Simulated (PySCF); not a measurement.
# FH₅SeSi₂: NMR shifts at several levels of theory

Aim: compute the NMR shifts of FH₅SeSi₂ (`F[SiH2][Se][SiH3]`) at several levels, and see how far they spread and what each costs.

The runs use PySCF 2.14.0, with density-fitted response routines of our own; the level of theory stands in each step. All values are computed, except where a source is named. Atoms are numbered from 0 throughout.

## (1) The molecule as given

9 atoms, charge 0, multiplicity 1; geometry from: GFN2-xTB.

Bonds of the start (Å): F0–Si1 1.61, Si1–Se2 2.27, Se2–Si3 2.30, Si1–H4 1.45, Si1–H5 1.45, Si3–H6 1.46, Si3–H7 1.46, Si3–H8 1.46.

## (2) Relaxing the molecule at PBE0-D3(BJ)/def2-SVP

The job: settings as JSON, then the geometry in Å.

```
{"job": {"xc": "PBE0", "basis": "def2-SVP", "d3": "d3bj", "grid": 1, "kind": "geom"}, "charge": 0, "multiplicity": 1}
F      1.300269     1.456748    -0.628942
Si     1.766838     0.030708    -0.050384
Se     0.084658    -1.455232    -0.357617
Si    -1.756548    -0.148733     0.069417
H      2.890890    -0.385626    -0.860712
H      2.006427     0.289827     1.357923
H     -1.741836     0.972809    -0.860484
H     -2.871268    -1.058008    -0.149154
H     -1.665868     0.303501     1.454772
```

Log:

```text
step   0  E = -3082.30265854  max force = 0.019949
step   1  E = -3082.30693226  max force = 0.007334
step   2  E = -3082.30776961  max force = 0.001661
step   3  E = -3082.30792183  max force = 0.000794
step   4  E = -3082.30809969  max force = 0.002065
step   5  E = -3082.30817701  max force = 0.003857
step   6  E = -3082.30835468  max force = 0.002301
step   7  E = -3082.30846144  max force = 0.000473
step   8  E = -3082.30847817  max force = 0.000742
step   9  E = -3082.30849236  max force = 0.000980
step  10  E = -3082.30850286  max force = 0.000516
step  11  E = -3082.30850787  max force = 0.000190
optimisation converged
```

Wall time 54 s (1 thread, shared host).

Along the way:

```
step  energy from step 0 (eV)  largest force component (eV/Å)
   0                   0.0000                          1.0258
   1                  -0.1163                          0.3771
   2                  -0.1391                          0.0854
   3                  -0.1432                          0.0408
   4                  -0.1481                          0.1062
   5                  -0.1502                          0.1983
   6                  -0.1550                          0.1183
   7                  -0.1579                          0.0243
   8                  -0.1584                          0.0382
   9                  -0.1587                          0.0504
  10                  -0.1590                          0.0265
  11                  -0.1592                          0.0098
```

Distances of close pairs at the start and the end, largest changes first:

```
   bond  before (Å)  after (Å)  change (Å)
 Si1–H4       1.447      1.486      +0.039
 Si3–H7       1.455      1.490      +0.035
 Si1–H5       1.452      1.487      +0.035
 Si3–H6       1.457      1.490      +0.033
 Si3–H8       1.460      1.493      +0.033
 F0–Si1       1.608      1.625      +0.017
Si1–Se2       2.265      2.260      -0.006
Se2–Si3       2.298      2.296      -0.002
```

The final coordinates are the input of the step that follows.

```
                         at the end point                value
  point group (found at 0.08 Å tolerance)                   C1
rotational constants (GHz, main isotopes)  3.425, 1.853, 1.326
                        dipole moment (D)                 1.12
```

## (3) Nuclear shieldings: PBE0/cc-pVTZ

The job: settings as JSON, then the geometry in Å.

```
{"job": {"kind": "nmr", "xc": "PBE0", "basis": "cc-pVTZ", "pop": true}, "charge": 0, "multiplicity": 1}
F      1.529166     1.646234    -0.592231
Si     1.793907     0.144742    -0.029727
Se     0.208833    -1.278131    -0.783868
Si    -1.552243    -0.132203     0.141354
H      3.091774    -0.351450    -0.556482
H      1.778751     0.244184     1.453572
H     -2.037325     0.934625    -0.778560
H     -2.636196    -1.128169     0.373710
H     -1.116489     0.476073     1.433025
```

With the program's defaults for keys left out, this is: GIAO PBE0/cc-pVTZ NMR shielding, non-relativistic, gas phase.

Log:

```text
coarse grid: 37816 points
cycle   1  E = -3082.9180854008  dE = -8.035e-01  |g| = 5.755e-01  |ddm| = 5.159e+00
cycle   2  E = -3082.8452489377  dE =  7.284e-02  |g| = 9.135e-01  |ddm| = 1.520e+00
cycle   3  E = -3082.9704291085  dE = -1.252e-01  |g| = 6.770e-02  |ddm| = 8.823e-01
cycle   4  E = -3082.9710930938  dE = -6.640e-04  |g| = 2.202e-02  |ddm| = 1.251e-01
cycle   5  E = -3082.9712243189  dE = -1.312e-04  |g| = 8.923e-03  |ddm| = 4.607e-02
cycle   6  E = -3082.9712419355  dE = -1.762e-05  |g| = 6.853e-04  |ddm| = 1.067e-02
cycle   7  E = -3082.9712420357  dE = -1.003e-07  |g| = 2.908e-04  |ddm| = 1.635e-03
final grid: 75392 points
cycle   8  E = -3082.9712644793  dE = -6.637e-08  |g| = 3.238e-04  |ddm| = 1.878e-03
cycle   9  E = -3082.9712644710  dE =  8.339e-09  |g| = 3.664e-04  |ddm| = 1.074e-03
cycle  10  E = -3082.9712645114  dE = -4.036e-08  |g| = 2.237e-05  |ddm| = 5.693e-04
cycle  11  E = -3082.9712645115  dE = -1.446e-10  |g| = 5.666e-06  |ddm| = 4.395e-05
converged SCF energy = -3082.9712645115

GIAO shielding tensors (ppm)
atom      isotropic    diamagn.    paramagn.     s11        s22        s33       span
  0 F      355.617     466.759    -111.142    314.480    347.313    405.057     90.578
  1 Si     344.552     883.032    -538.480    280.411    355.471    397.774    117.363
  2 Se    2283.684    3001.279    -717.595   1964.462   2399.367   2487.223    522.761
  3 Si     409.650     884.634    -474.983    371.251    397.990    459.711     88.460
  4 H       25.462      27.647      -2.185     21.326     23.565     31.493     10.167
  5 H       25.409      29.444      -4.035     21.326     24.006     30.895      9.569
  6 H       26.509      29.295      -2.786     22.447     24.192     32.887     10.441
  7 H       26.465      28.454      -1.989     22.564     24.078     32.753     10.188
  8 H       26.471      30.226      -3.755     22.886     24.491     32.036      9.149
```

Wall time 24 s (1 thread, shared host).

Shifts follow as δ = σ(reference) − σ, with reference shieldings (ppm) from runs at the same level and on the same kind of geometry: 1H TMS 31.29, 29Si TMS 360.0, 19F CFCl3 182.6, 77Se Me2Se 1842. The references are single molecules in the gas phase, so shifts against H2O, NH3, PH3, H3PO4 or CFCl3 are not on the usual liquid scales and can be off by tens of ppm. Atoms listed in one row are averaged.

```
     atoms                            environment  σ (ppm)  δ (ppm)
    H4, H5  hydrogen on a silicon bonded to F, Se    25.44     5.86
H6, H7, H8     hydrogen on a silicon bonded to Se    26.48     4.81
        F0                  fluorine bonded to Si    355.6   -173.0
       Si1           silicon bonded to F, Se, 2 H    344.6     15.4
       Si3              silicon bonded to Se, 3 H    409.7    -49.7
       Se2                selenium bonded to 2 Si     2284     -442
```

The run also stored atomic charges by several schemes (e):

```
atoms  Mulliken    IAO  Hirshfeld  ESP fit
   F0     -0.29  -0.54      -0.20    -0.18
  Si1      0.45   0.94       0.36     0.22
  Se2     -0.23  -0.33      -0.11    -0.16
  Si3      0.14   0.48       0.27     0.13
```

Mayer bond orders: F0–Si1 1.13, Si1–Se2 1.14, Se2–Si3 1.07.

## (4) Nuclear shieldings: PBE0/aug-cc-pVDZ

The job, as its differences from that of step 3:

```diff
@@ -1,2 +1,2 @@
-{"job": {"kind": "nmr", "xc": "PBE0", "basis": "cc-pVTZ", "pop": true}, "charge": 0, "multiplicity": 1}
+{"job": {"kind": "nmr", "xc": "PBE0", "basis": "aug-cc-pVDZ", "pop": true}, "charge": 0, "multiplicity": 1}
 F      1.529166     1.646234    -0.592231
```

With the program's defaults for keys left out, this is: GIAO PBE0/aug-cc-pVDZ NMR shielding, non-relativistic, gas phase.

Log:

```text
coarse grid: 37816 points
cycle   1  E = -3082.7924132886  dE = -7.599e-01  |g| = 4.981e-01  |ddm| = 5.829e+00
cycle   2  E = -3082.7278401367  dE =  6.457e-02  |g| = 8.101e-01  |ddm| = 1.922e+00
cycle   3  E = -3082.8402642553  dE = -1.124e-01  |g| = 4.907e-02  |ddm| = 1.014e+00
cycle   4  E = -3082.8407482628  dE = -4.840e-04  |g| = 2.657e-02  |ddm| = 1.849e-01
cycle   5  E = -3082.8409727282  dE = -2.245e-04  |g| = 3.037e-03  |ddm| = 6.854e-02
cycle   6  E = -3082.8409757116  dE = -2.983e-06  |g| = 6.405e-04  |ddm| = 1.044e-02
final grid: 75392 points
cycle   7  E = -3082.8408543440  dE = -1.642e-09  |g| = 7.138e-04  |ddm| = 5.540e-03
cycle   8  E = -3082.8408542524  dE =  9.166e-08  |g| = 8.935e-04  |ddm| = 3.628e-03
cycle   9  E = -3082.8408545427  dE = -2.903e-07  |g| = 6.607e-05  |ddm| = 2.056e-03
cycle  10  E = -3082.8408545438  dE = -1.082e-09  |g| = 1.907e-05  |ddm| = 1.398e-04
cycle  11  E = -3082.8408545438  dE = -6.639e-11  |g| = 2.640e-06  |ddm| = 3.016e-05
converged SCF energy = -3082.8408545438

GIAO shielding tensors (ppm)
atom      isotropic    diamagn.    paramagn.     s11        s22        s33       span
  0 F      372.047     472.022     -99.974    333.317    364.138    418.687     85.370
  1 Si     400.308     883.582    -483.273    334.321    412.587    454.018    119.698
  2 Se    2327.088    3001.440    -674.352   2008.840   2463.955   2508.468    499.627
  3 Si     469.398     892.184    -422.786    433.589    455.271    519.334     85.744
  4 H       25.374      26.577      -1.202     21.109     23.407     31.607     10.498
  5 H       25.288      27.064      -1.776     21.061     23.794     31.008      9.947
  6 H       26.463      29.315      -2.852     22.238     24.119     33.033     10.795
  7 H       26.446      28.344      -1.898     22.423     24.049     32.865     10.441
  8 H       26.469      29.852      -3.382     22.805     24.483     32.119      9.314
```

Run time: 16 s. Hardware: 1 thread, shared host.

Key values: δ F0 -177.9, Si1 16.4, Si3 -52.7, Se2 -448, H4 6.06, H6 4.94 ppm (means over like atoms).

## (5) Nuclear shieldings: PBE0/pcSseg-0

The job, as its differences from that of step 4:

```diff
@@ -1,2 +1,2 @@
-{"job": {"kind": "nmr", "xc": "PBE0", "basis": "aug-cc-pVDZ", "pop": true}, "charge": 0, "multiplicity": 1}
+{"job": {"kind": "nmr", "xc": "PBE0", "basis": "pcSseg-0", "pop": true}, "charge": 0, "multiplicity": 1}
 F      1.529166     1.646234    -0.592231
```

Level: GIAO PBE0/pcSseg-0 NMR shielding, non-relativistic, gas phase.

Log:

```text
coarse grid: 37816 points
cycle   1  E = -3079.1120217402  dE = -1.366e+00  |g| = 5.725e-01  |ddm| = 2.982e+00
cycle   2  E = -3079.0632987293  dE =  4.872e-02  |g| = 8.220e-01  |ddm| = 1.687e+00
cycle   3  E = -3079.1809729817  dE = -1.177e-01  |g| = 7.325e-02  |ddm| = 9.435e-01
cycle   4  E = -3079.1821441359  dE = -1.171e-03  |g| = 3.133e-02  |ddm| = 1.650e-01
cycle   5  E = -3079.1824386930  dE = -2.946e-04  |g| = 4.118e-03  |ddm| = 6.155e-02
cycle   6  E = -3079.1824440474  dE = -5.354e-06  |g| = 7.985e-04  |ddm| = 1.034e-02
final grid: 75392 points
cycle   7  E = -3079.1825172038  dE =  5.610e-08  |g| = 1.131e-03  |ddm| = 3.649e-03
cycle   8  E = -3079.1825169581  dE =  2.458e-07  |g| = 1.607e-03  |ddm| = 4.160e-03
cycle   9  E = -3079.1825175294  dE = -5.714e-07  |g| = 1.095e-04  |ddm| = 2.202e-03
cycle  10  E = -3079.1825175325  dE = -3.111e-09  |g| = 1.577e-05  |ddm| = 2.048e-04
cycle  11  E = -3079.1825175326  dE = -6.548e-11  |g| = 1.781e-06  |ddm| = 2.743e-05
converged SCF energy = -3079.1825175326

GIAO shielding tensors (ppm)
atom      isotropic    diamagn.    paramagn.     s11        s22        s33       span
  0 F      403.983     473.875     -69.892    306.413    410.234    495.302    188.889
  1 Si     330.403     876.423    -546.020    232.125    344.653    414.431    182.306
  2 Se    2475.831    2997.865    -522.034   2081.356   2617.477   2728.660    647.303
  3 Si     437.541     879.798    -442.257    377.538    418.274    516.811    139.273
  4 H       26.572      28.074      -1.502     21.653     24.111     33.953     12.300
  5 H       26.894      28.466      -1.571     22.081     25.446     33.157     11.076
  6 H       28.324      28.707      -0.383     23.905     26.085     34.982     11.077
  7 H       28.245      28.816      -0.571     23.770     25.636     35.328     11.558
  8 H       28.598      29.185      -0.586     24.605     26.946     34.244      9.640
```

It took 4.7 s on 1 thread, shared host.

Key values: δ F0 -225.6, Si1 18.1, Si3 -89.0, Se2 -615, H4 6.10, H6 4.44 ppm (means over like atoms).

## (6) Run by run: NMR shifts

Shifts (ppm), means over like atoms, with basis size and wall time:

```
             run    H4    H6      F0   Si1    Si3   Se2  functions   time
    PBE0/cc-pVTZ  5.86  4.81  -173.0  15.4  -49.7  -442        211   24 s
PBE0/aug-cc-pVDZ  6.06  4.94  -177.9  16.4  -52.7  -448        158   16 s
   PBE0/pcSseg-0  6.10  4.44  -225.6  18.1  -89.0  -615         70  4.7 s
```

## (7) Summary of results

| quantity | value |
| --- | --- |
| point group | C1 |
| rotational constants (main isotopes) | 3.43, 1.85, 1.33 GHz |
| 1H shifts against TMS (PBE0/cc-pVTZ, means over atoms taken as alike) | 5.86, 4.81 ppm |
| 19F shifts against CFCl3 (PBE0/cc-pVTZ) | -173.0 ppm |
| 29Si shifts against TMS (PBE0/cc-pVTZ) | 15.4, -49.7 ppm |
| 77Se shifts against Me2Se (PBE0/cc-pVTZ) | -442 ppm |
| range of the shift of Se2 | -615 to -442 ppm |

Single values in the summary come from the first run of each kind that ended normally (PBE0/cc-pVTZ), which need not be the best level. Over 11 steps the energy fell by 0.159 eV; of the close pairs, Si1–H4 changed most, 1.447 to 1.486 Å. No frequency check was run at this level, so the end point may be a saddle. At PBE0/cc-pVTZ: The largest span, 523 ppm, is at Se2, where the paramagnetic term is -718 ppm. Across the 3 runs the shift of Se2 moves most, between -615 (PBE0/pcSseg-0) and -442 ppm (PBE0/cc-pVTZ). Spin-orbit coupling is left out, which matters for shieldings and couplings at and beside the heavy atoms.
